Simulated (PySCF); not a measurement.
# C6H7B: the cost of one run

Computed with PySCF 2.14.0 and routines of our own; the level stands in each step. Atoms count from 0.

## 1. The system as given

14 atoms, charge 1, multiplicity 2; geometry from: GFN2-xTB.

## 2. Open-shell or spin-flip excitations: unrestricted TDA PBE0/def2-SVPD

Job settings and geometry (Å):

```
{"job": {"kind": "uabs", "xc": "PBE0", "basis": "def2-SVPD", "nstates": 10, "tda": true}, "charge": 1, "multiplicity": 2}
B      2.332984     0.416002     0.240624
C      0.843110     0.200428    -0.068466
C      0.386564    -1.074679    -0.473038
C     -0.952771    -1.382094    -0.377774
C     -1.865831    -0.384402    -0.031715
C     -1.434106     0.893217     0.329277
C     -0.096742     1.210579     0.237084
H      2.973645     0.838867    -0.645028
H      2.847629     0.190669     1.261538
H      1.091272    -1.822706    -0.803278
H     -1.292465    -2.377124    -0.625219
H     -2.926069    -0.575195    -0.138946
H     -2.145247     1.650702     0.624502
H      0.237348     2.215264     0.448272
```

With the program's defaults for keys left out, this is: unrestricted TDA PBE0/def2-SVPD, vertical, gas phase, core orbitals frozen in the response.

Run with:

```console
$ OMP_NUM_THREADS=1 python excited_run.py task.json out
```

The driver reads the jobs from task.json and runs them one after another.

Q: Estimate the wall time and peak memory of this first job on 1 thread of Arm Neoverse V1, shared host.

About 49 s, with a peak of 0.66 GiB.
